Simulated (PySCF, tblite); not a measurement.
# C₃H₆B₂F₂O: geometry, infrared bands and NMR shifts

What infrared bands and NMR shifts should C₃H₆B₂F₂O (`CBO/C=C\B(F)F`) show?

The runs use tblite 0.8.0 and PySCF 2.14.0, with density-fitted response routines of our own; the level of theory stands in each step. All values are computed, except where a source is named. Atoms are numbered from 0 throughout.

**1. The molecule as given**

14 atoms, charge 0, multiplicity 1; geometry from: force field or distance geometry start.

Bonds of the start (Å): C0–B1 1.59, B1–O2 1.51, O2–C3 1.37, C3–C4 1.32, C4–B5 1.55, B5–F6 1.46, B5–F7 1.46, C0–H8 1.12, C0–H9 1.10, C0–H10 1.12, B1–H11 1.18, C3–H12 1.09, C4–H13 1.09.

**2. Optimising the geometry with GFN2-xTB**

What the job is given:

```
{"job": {"kind": "relax", "xc": "GFN2-xTB", "basis": "xTB"}, "charge": 0, "multiplicity": 1}
C     -2.613200     0.628100     0.606100
B     -1.419300     0.066500    -0.283500
O     -0.069200     0.052600     0.387300
C      0.709600    -1.077200     0.304100
C      2.020100    -0.901600     0.362000
B      2.515500     0.566200     0.475700
F      2.129300     1.592800    -0.484000
F      3.762000     0.758600     1.202500
H     -2.197000     1.522600     1.132400
H     -3.531300     0.829700     0.030700
H     -2.785800    -0.117300     1.421900
H     -1.535300    -0.130800    -1.438600
H      0.270900    -2.074600     0.237000
H      2.742800    -1.716100     0.304200
```

Started as:

```sh
$ OMP_NUM_THREADS=1 python probes_run.py task.json out
```

This one command runs all jobs of the session in turn.

**Question.** This job is followed by: GFN2-xTB harmonic vibrations, gas phase; GIAO PBE0/pcSseg-1 NMR shielding, non-relativistic, gas phase. What will the session give for the following? strongest single infrared mode (GFN2-xTB); zero-point energy (GFN2-xTB); ¹³C shifts against TMS (PBE0/pcSseg-1); ¹H shifts against TMS (PBE0/pcSseg-1, means over atoms taken as alike); ¹¹B shifts against BF3·OEt2 (PBE0/pcSseg-1); ¹⁷O shifts against H2O (PBE0/pcSseg-1); ¹⁹F shifts against CFCl3 (PBE0/pcSseg-1, means over atoms taken as alike).

As calculated:

| quantity | value |
| --- | --- |
| strongest single infrared mode (GFN2-xTB) | 1225 cm⁻¹, 434 km/mol |
| zero-point energy (GFN2-xTB) | 59.2 kcal/mol |
| ¹³C shifts against TMS (PBE0/pcSseg-1) | 177.8, 102.5, 7.9 ppm |
| ¹H shifts against TMS (PBE0/pcSseg-1, means over atoms taken as alike) | 7.66, 5.38, 4.93, 0.66 ppm |
| ¹¹B shifts against BF3·OEt2 (PBE0/pcSseg-1) | 48.3, 23.4 ppm |
| ¹⁷O shifts against H2O (PBE0/pcSseg-1) | 273.0 ppm |
| ¹⁹F shifts against CFCl3 (PBE0/pcSseg-1, means over atoms taken as alike) | -86.3 ppm |

In words: The optimisation took 129 steps and gained 1.683 eV; among the close pairs (by a distance rule), B1–O2 changed most, from 1.508 to 1.341 Å. No mode is imaginary among the 36: a minimum at this level. The strongest single mode, at 1225 cm⁻¹, is spread over several atoms, B5, H12, B1, F7 among them. Unscaled tight-binding wavenumbers are off by several per cent, some by more. Its intensities can rank the bands wrongly. C3 (alkene carbon bearing oxygen) lies farthest downfield among carbon, at 177.8 ppm; an sp2 carbon further deshielded by the attached heteroatom. The most deshielded hydrogen is H12 (hydrogen on an alkene carbon bearing oxygen), at 7.66 ppm: olefinic region. At PBE0/pcSseg-1: The widest tensor belongs to O2: span 320 ppm, with a paramagnetic part of -334 ppm.
